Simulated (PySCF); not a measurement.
# [Hg(H2CO)]2+: shape, vibrations and bonding

Aim: find the relaxed shape of [Hg(H2CO)]2+, test it by its vibrations, and read charges and levels. The species was built from a template and needn't be a known compound.

The runs use PySCF 2.14.0; PBE0, Hg def2-SVP with ECP60, O def2-SVP, C def2-SVP, H def2-SVP; scalar-relativistic core potentials, no spin–orbit coupling.

1 further run of the same task is left out (for a known fault of the program).

**1. Where the work starts**

5 atoms, charge 2, spin multiplicity 1.

Bond lengths: Hg1–O2 2.060 Å, O2–C3 1.220 Å, C3–H4 1.105 Å, C3–H5 1.105 Å. Angles: Hg1–O2–C3 180.0°, O2–C3–H4 121.7°, O2–C3–H5 121.7°, H4–C3–H5 116.6°.

Geometry (Å):

```xyz
5
CH2HgO
Hg    0.00000    0.00000    0.00000
O     0.00000    0.00000    2.06000
C     0.00000    0.00000    3.28000
H     0.94000    0.00000    3.86000
H    -0.94000    0.00000    3.86000
```

Formal oxidation states: Hg +2.

**2. SCF at the start, singlet**

Input file run.py (the lines that set the calculation):

```python
mol = gto.M(atom='''
Hg     0.00000     0.00000     0.00000
O      0.00000     0.00000     2.06000
C      0.00000     0.00000     3.28000
H      0.94000     0.00000     3.86000
H     -0.94000     0.00000     3.86000''',
    basis={'Hg': 'def2-SVP', 'O': 'def2-SVP', 'C': 'def2-SVP', 'H': 'def2-SVP'},
    ecp={'Hg': 'def2-SVP'},
    charge=2, spin=0)
mf = dft.RKS(mol, xc='PBE0')
mf.grids.atom_grid = (50, 194)
mf = mf.density_fit()  # fitting sets: Hg def2-universal-JKFIT, O def2-universal-JKFIT, C def2-universal-JKFIT, H def2-universal-JKFIT
mf.conv_tol = 1e-08; mf.max_cycle = 55
mf.kernel(dm0)  # dm0: free metal ions and neutral atoms
```

On the command line:

```
$ OMP_NUM_THREADS=2 python run.py
```

The program printed:

```text
init E= -266.9471062871
  HOMO = -0.76823182245953  LUMO = -0.681968212720335  gap/eV = 2.34735
cycle= 1 E= -265.671752683464  delta_E= 1.28  |g|= 1.51  |ddm|= 4.61
cycle= 2 E= -236.371496153942  delta_E= 29.3  |g|= 7.41  |ddm|= 14.3
  HOMO = -0.726308086255113  LUMO = -0.627486652780885  gap/eV = 2.68907
cycle= 3 E= -265.735976792606  delta_E= -29.4  |g|= 2.23  |ddm|= 13.3
  HOMO = -0.788600805230753  LUMO = -0.648844646402686  gap/eV = 3.80296
cycle= 4 E= -266.737996781914  delta_E=   -1  |g|= 0.688  |ddm|= 1.44
  HOMO = -0.745210975787174  LUMO = -0.618997279955536  gap/eV = 3.43445
cycle= 5 E= -266.842758402904  delta_E= -0.105  |g|= 0.351  |ddm|= 0.543
  HOMO = -0.738069565360643  LUMO = -0.661011069448705  gap/eV = 2.09687
cycle= 6 E= -266.877959493079  delta_E= -0.0352  |g|= 0.118  |ddm|= 0.35
  HOMO = -0.717621122309463  LUMO = -0.663943348987271  gap/eV = 1.46065
cycle= 7 E= -266.882381830489  delta_E= -0.00442  |g|= 0.0342  |ddm|= 0.168
  HOMO = -0.724374922676759  LUMO = -0.664786576679894  gap/eV = 1.62148
cycle= 8 E= -266.882634034764  delta_E= -0.000252  |g|= 0.00533  |ddm|= 0.0287
  HOMO = -0.723725135793135  LUMO = -0.664581882092197  gap/eV = 1.60937
cycle= 9 E= -266.882639233042  delta_E= -5.2e-06  |g|= 0.00141  |ddm|= 0.00501
  HOMO = -0.723711303932507  LUMO = -0.664633346528316  gap/eV = 1.60759
cycle= 10 E= -266.882639593674  delta_E= -3.61e-07  |g|= 0.000251  |ddm|= 0.00105
  HOMO = -0.723738728292698  LUMO = -0.664585713310668  gap/eV = 1.60964
cycle= 11 E= -266.882639610409  delta_E= -1.67e-08  |g|= 3.13e-05  |ddm|= 0.000329
  HOMO = -0.72373992399088  LUMO = -0.664587990329782  gap/eV = 1.60961
cycle= 12 E= -266.882639610689  delta_E= -2.79e-10  |g|= 2.68e-06  |ddm|= 3.78e-05
  HOMO = -0.723739763095157  LUMO = -0.664588167759451  gap/eV = 1.60960
Extra cycle  E= -266.88263961069  delta_E= -1.65e-12  |g|= 1.93e-06  |ddm|= 7.41e-06
converged SCF energy = -266.88263961069
```

Wall time 1.1 s (2 threads of Arm Neoverse V2, shared host); peak memory 0.34 GiB.

It gives: E = -266.882640 Eh, HOMO -19.69 eV, LUMO -18.08 eV, Mulliken charge on Hg1 +1.65 e. The gap is small, and the closed shell wasn't tested for a lower spin-broken solution.

**3. Relaxation, singlet**

Steps are kept in the start's point group, C2v.

Input file run.py (the lines that set the calculation):

```python
mol = gto.M(atom='''
Hg     0.00000     0.00000    -0.34524
O      0.00000     0.00000     1.71476
C      0.00000     0.00000     2.93476
H      0.94000     0.00000     3.51476
H     -0.94000     0.00000     3.51476''',
    basis={'Hg': 'def2-SVP', 'O': 'def2-SVP', 'C': 'def2-SVP', 'H': 'def2-SVP'},
    ecp={'Hg': 'def2-SVP'},
    charge=2, spin=0)
mf = dft.RKS(mol, xc='PBE0')
mf.grids.atom_grid = (50, 194)
mf = mf.density_fit()  # fitting sets: Hg def2-universal-JKFIT, O def2-universal-JKFIT, C def2-universal-JKFIT, H def2-universal-JKFIT
mf.conv_tol = 1e-08; mf.max_cycle = 55
mf.kernel(dm0)  # dm0: an SCF of this state at this start
# quasi-Newton relaxation in Cartesian coordinates to a largest gradient under 0.00045 Eh/bohr, steps kept in the point group
```

On the command line:

```
$ OMP_NUM_THREADS=2 python run.py
```

The driver keeps no SCF log for this step, only its results.

Wall time 4.2 s (2 threads of Arm Neoverse V2, shared host).

The steps of the relaxation:

```tsv
step	energy from step 1 (eV)	largest force component (eV/Å)
1	0.0000	1.9760
2	-0.0340	0.7621
3	-0.0401	0.0612
4	-0.0403	0.0088
5	-0.0403	0.0011
```

Close pairs (by a distance rule), those that changed most:

```tsv
bond	before (Å)	after (Å)	change (Å)
Hg1–O2	2.060	2.023	-0.037
O2–C3	1.220	1.243	+0.023
C3–H4	1.105	1.108	+0.004
C3–H5	1.105	1.108	+0.004
```

It ends in C2v at E = -266.884121 Eh.

```
Hg    0.0000    0.0000   -0.3142
O     0.0000    0.0000    1.7092
C     0.0000    0.0000    2.9517
H     0.9668    0.0000    3.4935
H    -0.9668    0.0000    3.4935
```

**4. The relaxed geometry turned into its symmetry frame**

Input file run.py (the lines that set the calculation):

```python
mol = gto.M(atom='''
Hg     0.00000     0.00000    -0.34154
O      0.00000     0.00000     1.68187
C      0.00000     0.00000     2.92438
H      0.96680     0.00000     3.46618
H     -0.96680     0.00000     3.46618''',
    basis={'Hg': 'def2-SVP', 'O': 'def2-SVP', 'C': 'def2-SVP', 'H': 'def2-SVP'},
    ecp={'Hg': 'def2-SVP'},
    charge=2, spin=0)
mf = dft.RKS(mol, xc='PBE0')
mf.grids.atom_grid = (50, 194)
mf = mf.density_fit()  # fitting sets: Hg def2-universal-JKFIT, O def2-universal-JKFIT, C def2-universal-JKFIT, H def2-universal-JKFIT
mf.conv_tol = 1e-08; mf.max_cycle = 55
mf.kernel(dm0)  # dm0: free metal ions and neutral atoms
```

On the command line:

```
$ OMP_NUM_THREADS=2 python run.py
```

The program printed:

```text
init E= -266.913774979904
  HOMO = -0.764324352649457  LUMO = -0.691297977218536  gap/eV = 1.98715
cycle= 1 E= -265.609955415384  delta_E=  1.3  |g|= 1.54  |ddm|= 4.63
cycle= 2 E= -236.316065283094  delta_E= 29.3  |g|= 7.46  |ddm|= 13.5
  HOMO = -0.719041367469487  LUMO = -0.630169038521789  gap/eV = 2.41834
cycle= 3 E= -265.666620803092  delta_E= -29.4  |g|= 2.28  |ddm|= 12.5
  HOMO = -0.786700989511438  LUMO = -0.656807410823177  gap/eV = 3.53458
cycle= 4 E= -266.731291985769  delta_E= -1.06  |g|= 0.709  |ddm|= 1.48
  HOMO = -0.748606821947654  LUMO = -0.615709556528842  gap/eV = 3.61632
cycle= 5 E= -266.844087537923  delta_E= -0.113  |g|= 0.352  |ddm|= 0.569
  HOMO = -0.746306656197341  LUMO = -0.655466780104454  gap/eV = 2.47188
cycle= 6 E= -266.879462665906  delta_E= -0.0354  |g|= 0.118  |ddm|= 0.348
  HOMO = -0.726281677187657  LUMO = -0.657741562526606  gap/eV = 1.86507
cycle= 7 E= -266.883865586323  delta_E= -0.0044  |g|= 0.0341  |ddm|= 0.167
  HOMO = -0.733203579227229  LUMO = -0.65856704216494  gap/eV = 2.03096
cycle= 8 E= -266.884114901524  delta_E= -0.000249  |g|= 0.00539  |ddm|= 0.0283
  HOMO = -0.732502273440375  LUMO = -0.658365717375062  gap/eV = 2.01736
cycle= 9 E= -266.884120253162  delta_E= -5.35e-06  |g|= 0.00147  |ddm|= 0.00518
  HOMO = -0.73247904818389  LUMO = -0.65841924278833  gap/eV = 2.01527
cycle= 10 E= -266.884120639599  delta_E= -3.86e-07  |g|= 0.000304  |ddm|= 0.00106
  HOMO = -0.732500340972727  LUMO = -0.658367290006296  gap/eV = 2.01726
cycle= 11 E= -266.884120663264  delta_E= -2.37e-08  |g|= 3.66e-05  |ddm|= 0.00037
  HOMO = -0.732503368096914  LUMO = -0.658369041074405  gap/eV = 2.01730
cycle= 12 E= -266.884120663614  delta_E= -3.5e-10  |g|= 3.06e-06  |ddm|= 3.78e-05
  HOMO = -0.732503131378397  LUMO = -0.658369335561037  gap/eV = 2.01728
Extra cycle  E= -266.884120663616  delta_E= -2.05e-12  |g|= 2.22e-06  |ddm|= 8.46e-06
converged SCF energy = -266.884120663616
```

It took 0.5 s on 2 threads of Arm Neoverse V2, shared host.

It gives: E = -266.884121 Eh, HOMO -19.93 eV, LUMO -17.92 eV, Mulliken charge on Hg1 +1.64 e. 

**5. Frequencies and infrared intensities**

Edit run.py (the lines that set the calculation) of step 4 so:

```diff
@@ -12,3 +12,4 @@
 mf = mf.density_fit()  # fitting sets: Hg def2-universal-JKFIT, O def2-universal-JKFIT, C def2-universal-JKFIT, H def2-universal-JKFIT
-mf.conv_tol = 1e-08; mf.max_cycle = 55
-mf.kernel(dm0)  # dm0: free metal ions and neutral atoms
+mf.conv_tol = 1e-10; mf.max_cycle = 55
+mf.kernel(dm0)  # dm0: the density of the relaxed state
+# Hessian and dipole derivatives by central differences of gradients, 0.02 bohr
```

On the command line:

```
$ OMP_NUM_THREADS=2 python run.py
```

No log is kept here; the results follow.

Wall time 13 s (2 threads of Arm Neoverse V2, shared host).

Point group C2v; negative numbers are unstable modes, and those under 60 cm⁻¹ are near the numerical noise:

```tsv
cm⁻¹	km/mol	symmetry
-595	3.5	b2
165	44.9	b1
396	3.4	a1
1059	4.5	b2
1236	7.0	b1
1494	44.7	a1
1709	540.6	a1
3049	5.3	a1
3183	67.3	b2
```

**6. Displaced along the imaginary mode**

Steps are kept in the start's point group, Cs.

Input file run.py (the lines that set the calculation):

```python
mol = gto.M(atom='''
Hg    -0.00811     0.00000    -0.34154
O      0.25000     0.00000     1.68187
C     -0.16396     0.00000     2.92438
H      0.77182     0.00000     3.55276
H     -1.16178     0.00000     3.37960''',
    basis={'Hg': 'def2-SVP', 'O': 'def2-SVP', 'C': 'def2-SVP', 'H': 'def2-SVP'},
    ecp={'Hg': 'def2-SVP'},
    charge=2, spin=0)
mf = dft.RKS(mol, xc='PBE0')
mf.grids.atom_grid = (50, 194)
mf = mf.density_fit()  # fitting sets: Hg def2-universal-JKFIT, O def2-universal-JKFIT, C def2-universal-JKFIT, H def2-universal-JKFIT
mf.conv_tol = 1e-08; mf.max_cycle = 55
mf.kernel(dm0)  # dm0: an SCF of this state at this start
# quasi-Newton relaxation in Cartesian coordinates to a largest gradient under 0.00045 Eh/bohr, steps kept in the point group
```

On the command line:

```
$ OMP_NUM_THREADS=2 python run.py
```

The driver keeps no SCF log for this step, only its results.

Wall time 7.8 s (2 threads of Arm Neoverse V2, shared host).

The steps of the relaxation:

```tsv
step	energy from step 1 (eV)	largest force component (eV/Å)
1	0.0000	4.5608
2	-0.3366	1.7883
3	-0.4824	0.5213
4	-0.5236	0.2774
5	-0.5314	0.1709
6	-0.5339	0.1781
7	-0.5350	0.0677
8	-0.5351	0.0127
9	-0.5352	0.0063
```

Distances of close pairs at the start and the end, largest changes first:

```tsv
bond	before (Å)	after (Å)	change (Å)
Hg1–O2	2.040	2.169	+0.130
O2–C3	1.310	1.229	-0.081
C3–H5	1.097	1.112	+0.015
C3–H4	1.127	1.122	-0.005
```

It ends in Cs at E = -266.906930 Eh.

```
Hg   -0.2777    0.0000   -0.2593
O     0.4885    0.0000    1.7704
C    -0.0476    0.0000    2.8761
H     0.6671    0.0000    3.7408
H    -1.1424    0.0000    3.0691
```

**7. The relaxed geometry turned into its symmetry frame**

Input file run.py (the lines that set the calculation):

```python
mol = gto.M(atom='''
Hg    -0.06509     0.00000    -0.33397
O      0.70118     0.00000     1.69569
C      0.16509     0.00000     2.80139
H      0.87972     0.00000     3.66610
H     -0.92974     0.00000     2.99443''',
    basis={'Hg': 'def2-SVP', 'O': 'def2-SVP', 'C': 'def2-SVP', 'H': 'def2-SVP'},
    ecp={'Hg': 'def2-SVP'},
    charge=2, spin=0)
mf = dft.RKS(mol, xc='PBE0')
mf.grids.atom_grid = (50, 194)
mf = mf.density_fit()  # fitting sets: Hg def2-universal-JKFIT, O def2-universal-JKFIT, C def2-universal-JKFIT, H def2-universal-JKFIT
mf.conv_tol = 1e-08; mf.max_cycle = 55
mf.kernel(dm0)  # dm0: free metal ions and neutral atoms
```

On the command line:

```
$ OMP_NUM_THREADS=2 python run.py
```

The program printed:

```text
init E= -266.897781184754
  HOMO = -0.779157255421307  LUMO = -0.682567829031825  gap/eV = 2.62833
cycle= 1 E= -265.93066413687  delta_E= 0.967  |g|= 1.41  |ddm|= 4.45
  HOMO = -0.521627187607809  LUMO = -0.516693798909842  gap/eV = 0.13424
cycle= 2 E= -247.590524968141  delta_E= 18.3  |g|= 6.17  |ddm|= 8.87
  HOMO = -0.754092430217753  LUMO = -0.624322259448285  gap/eV = 3.53123
cycle= 3 E= -266.267617694945  delta_E= -18.7  |g|= 1.69  |ddm|= 7.58
  HOMO = -0.810419441797798  LUMO = -0.62691171207669  gap/eV = 4.99350
cycle= 4 E= -266.780148872736  delta_E= -0.513  |g|= 0.654  |ddm|= 1.41
  HOMO = -0.761226570462792  LUMO = -0.628519822004979  gap/eV = 3.61113
cycle= 5 E= -266.889541275257  delta_E= -0.109  |g|= 0.223  |ddm|= 0.847
  HOMO = -0.777256758994273  LUMO = -0.649518025345159  gap/eV = 3.47595
cycle= 6 E= -266.904518324331  delta_E= -0.015  |g|= 0.0839  |ddm|= 0.335
  HOMO = -0.770193886296756  LUMO = -0.645389445653134  gap/eV = 3.39610
cycle= 7 E= -266.906474375635  delta_E= -0.00196  |g|= 0.0446  |ddm|= 0.207
  HOMO = -0.774511575806297  LUMO = -0.64519055346452  gap/eV = 3.51900
cycle= 8 E= -266.906928390883  delta_E= -0.000454  |g|= 0.00193  |ddm|= 0.0587
  HOMO = -0.774787046428816  LUMO = -0.644953259323337  gap/eV = 3.53296
cycle= 9 E= -266.906930066498  delta_E= -1.68e-06  |g|= 0.000588  |ddm|= 0.00549
  HOMO = -0.774796055775241  LUMO = -0.644911041481841  gap/eV = 3.53435
cycle= 10 E= -266.906930172756  delta_E= -1.06e-07  |g|= 0.000213  |ddm|= 0.000772
  HOMO = -0.774806964515424  LUMO = -0.644903673625929  gap/eV = 3.53485
cycle= 11 E= -266.906930188297  delta_E= -1.55e-08  |g|= 3.82e-05  |ddm|= 0.000381
  HOMO = -0.774808726087247  LUMO = -0.644901304611114  gap/eV = 3.53496
cycle= 12 E= -266.90693018878  delta_E= -4.83e-10  |g|= 6.24e-06  |ddm|= 9.17e-05
  HOMO = -0.77480909813459  LUMO = -0.644902180654555  gap/eV = 3.53495
Extra cycle  E= -266.90693018878  delta_E= -4.55e-13  |g|= 7.19e-06  |ddm|= 1.15e-05
converged SCF energy = -266.90693018878
```

It took 0.5 s on 2 threads of Arm Neoverse V2, shared host.

It gives: E = -266.906930 Eh, HOMO -21.08 eV, LUMO -17.55 eV, Mulliken charge on Hg1 +1.41 e. 

**8. Harmonic vibrations**

Edit run.py (the lines that set the calculation) of step 7 so:

```diff
@@ -12,3 +12,4 @@
 mf = mf.density_fit()  # fitting sets: Hg def2-universal-JKFIT, O def2-universal-JKFIT, C def2-universal-JKFIT, H def2-universal-JKFIT
-mf.conv_tol = 1e-08; mf.max_cycle = 55
-mf.kernel(dm0)  # dm0: free metal ions and neutral atoms
+mf.conv_tol = 1e-10; mf.max_cycle = 55
+mf.kernel(dm0)  # dm0: the density of the relaxed state
+# Hessian and dipole derivatives by central differences of gradients, 0.02 bohr
```

On the command line:

```
$ OMP_NUM_THREADS=2 python run.py
```

The driver keeps no SCF log for this step, only its results.

Wall time 20 s (2 threads of Arm Neoverse V2, shared host).

Point group Cs; negative numbers are unstable modes, and those under 60 cm⁻¹ are near the numerical noise:

```tsv
cm⁻¹	km/mol	symmetry
239	25.4	a'
368	17.7	a'
455	18.2	a''
1143	43.9	a'
1184	14.2	a''
1416	61.5	a'
1652	25.9	a'
2935	569.1	a'
3113	73.8	a'
```

**9. Properties on a finer grid**

Input file run.py (the lines that set the calculation):

```python
mol = gto.M(atom='''
Hg    -0.27773     0.00000    -0.25928
O      0.48854     0.00000     1.77038
C     -0.04755     0.00000     2.87608
H      0.66708     0.00000     3.74079
H     -1.14238     0.00000     3.06912''',
    basis={'Hg': 'def2-SVP', 'O': 'def2-SVP', 'C': 'def2-SVP', 'H': 'def2-SVP'},
    ecp={'Hg': 'def2-SVP'},
    charge=2, spin=0)
mf = dft.RKS(mol, xc='PBE0')
mf.grids.atom_grid = (75, 302)
mf = mf.density_fit()  # fitting sets: Hg def2-universal-JKFIT, O def2-universal-JKFIT, C def2-universal-JKFIT, H def2-universal-JKFIT
mf.conv_tol = 1e-09; mf.max_cycle = 55
mf.kernel(dm0)  # dm0: the density of the relaxed state
```

On the command line:

```
$ OMP_NUM_THREADS=2 python run.py
```

The program printed:

```text
init E= -266.906954374682
  HOMO = -0.774803071626483  LUMO = -0.644900208694118  gap/eV = 3.53484
cycle= 1 E= -266.906954379891  delta_E= -5.21e-09  |g|= 9e-05  |ddm|= 0.000368
  HOMO = -0.774828377955778  LUMO = -0.644896691818545  gap/eV = 3.53562
cycle= 2 E= -266.906954370514  delta_E= 9.38e-09  |g|= 0.00021  |ddm|= 0.000549
  HOMO = -0.774811493037685  LUMO = -0.644897113262402  gap/eV = 3.53515
cycle= 3 E= -266.906954382143  delta_E= -1.16e-08  |g|= 3.13e-05  |ddm|= 0.000366
  HOMO = -0.774811089059185  LUMO = -0.644898462314234  gap/eV = 3.53510
cycle= 4 E= -266.906954382358  delta_E= -2.15e-10  |g|= 4.26e-06  |ddm|= 3.01e-05
  HOMO = -0.774811315711091  LUMO = -0.644897580395916  gap/eV = 3.53513
Extra cycle  E= -266.906954382356  delta_E= 1.93e-12  |g|= 5.29e-06  |ddm|= 1.47e-05
converged SCF energy = -266.906954382356
```

Run time: 3.4 s. Hardware: 2 threads of Arm Neoverse V2, shared host.

It gives: E = -266.906954 Eh, HOMO -21.08 eV, LUMO -17.55 eV, Mulliken charge on Hg1 +1.41 e, largest force component 0.014 eV/Å. 

Löwdin charges:

```tsv
atom	value (e)
Hg1	1.30
O2	0.05
C3	0.40
H4	0.14
H5	0.11
```

Mulliken charges: Hg1 +1.41, O2 -0.21, C3 +0.32, H4 +0.26, H5 +0.22 e.

Contacts (the nearest donor of each ligand) and Mayer bond orders:

```tsv
contact	distance (Å)	bond order
Hg1–O2 (H2CO)	2.169	0.71
```

Mulliken populations of Hg1 outside the core potential: s 2.56, p 6.06, d 9.97, f 0.00.

The fields below are evaluated on a grid from the run's orbitals.

Frontier orbitals at PBE0, with the share of their density that lies nearest to each atom:

```tsv
orbital	energy (eV)	lies on
HOMO	-21.08	O2 41 %; Hg1 21 %; H4, H5 about 15 % each
LUMO	-17.55	Hg1 74 %; O2 19 %
```

ELF in a plane through or near 5 of the atoms.

Ten even steps from ' ' (0.00) to '@' (1.00):
```
                                                        
                                                        
                                                        
                              ::::                      
                          --##@@@@##..                  
                          ++@@@@@@@@++..                
          ....::....      ++@@@@@@@@**..                
          ::====--::..    ==%%@@@@@@==                  
        ..--****++--......--##@@@@%%::                  
        ..++++--##==::++++++++::==##**++::              
        ..++**==##==--##++####::++@@@@@@%%--            
        ..--++**==::--##**==##++%%@@@@@@@@==            
          ::----::..--%%%%%%**--**@@@@@@@@==            
            ....    ..##%%%%==  ..%%@@@@++..            
                      --++++::    ::**==                
                      ..::::                            
                                                        
                                                        
                                                        
                                                        
```
The map spans 10.2 Å across and 7.5 Å up, centred on the molecule. Atoms in the plane (x, y in Å): Hg1 (-2.5, 0.1), O2 (-0.4, -0.6), C3 (0.6, 0.0), H4 (1.5, -0.6), H5 (0.8, 1.1).

On the surface of density 0.002 e/bohr³ the electrostatic potential runs, from the 1st to the 99th percentile, from 8.77 V near O2 to 13.92 V near Hg1.

**10. Results**

```
                                                              quantity                            value
                                                 state and point group                      singlet, Cs
                                                 first geometry: modes    -595 to 3183 cm⁻¹, 1 unstable
first geometry: strongest infrared band (modes within 1.5 cm⁻¹ summed)           1709 cm⁻¹ (541 km/mol)
                                                                 modes  239 to 3113 cm⁻¹, none unstable
                strongest infrared band (modes within 1.5 cm⁻¹ summed)           2935 cm⁻¹ (569 km/mol)
                                                     zero-point energy                         0.775 eV
                                               ideal gas, 298 K, 1 bar   S = 292.3, Cp = 55.3 J/(mol K)
                                                 metal–ligand contacts                           2.17 Å
                                                       frontier levels   HOMO -21.08 eV, LUMO -17.55 eV
                                       dipole about the centre of mass                           7.53 D
                                                   mean polarisability                           5.7 Å³
```

At the first geometry 1 mode is unstable, so this structure is a saddle point; the molecule was then pushed along the lowest one and relaxed again. All modes are real, so the structure is a minimum. The metal carries +1.30 e by Löwdin's partition against a formal +2, and bond orders to the nearest donors reach 0.71. Both measures hang on the basis. Leaving the first, C2v structure gained 0.62 eV and gave Cs. One start shape was tried, so another isomer may lie lower. The bases are small and lack diffuse functions. Spin–orbit coupling is left out.
